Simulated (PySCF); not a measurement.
# C8H6: the cost of one run

Programs: PySCF 2.14.0, with routines of our own; each step states its level. All values are computed. Atoms count from 0.

## (1) The starting structure

14 atoms, charge 1, multiplicity 2; geometry from: GFN2-xTB.

## (2) Open-shell or spin-flip excitations: unrestricted TDA PBE0/def2-SVPD

The job: settings as JSON, then the geometry in Å.

```
{"job": {"kind": "uabs", "xc": "PBE0", "basis": "def2-SVPD", "nstates": 10, "tda": true}, "charge": 1, "multiplicity": 2}
C      2.639467    -0.807043     1.860835
C      1.677371    -0.517598     1.174699
C      0.577279    -0.180045     0.398796
C      0.191985    -1.007805    -0.696031
C     -0.897460    -0.661438    -1.452190
C     -1.627052     0.500946    -1.145092
C     -1.256079     1.322931    -0.066203
C     -0.168955     0.996493     0.701658
H      3.474659    -1.059512     2.456272
H      0.766664    -1.896195    -0.911042
H     -1.200379    -1.278526    -2.284759
H     -2.484816     0.766062    -1.746595
H     -1.830938     2.210159     0.152963
H      0.137575     1.611097     1.534522
```

With the program's defaults for keys left out, this is: unrestricted TDA PBE0/def2-SVPD, vertical, gas phase, core orbitals frozen in the response.

On the command line:

```
OMP_NUM_THREADS=1 python excited_run.py task.json out
```

One launch serves the whole session: the jobs run in the order shown.

**Question.** How long does this first job take on 1 thread of Arm Neoverse V1, shared host, and how much memory does it need?

About 66 s, with a peak of 0.71 GiB.
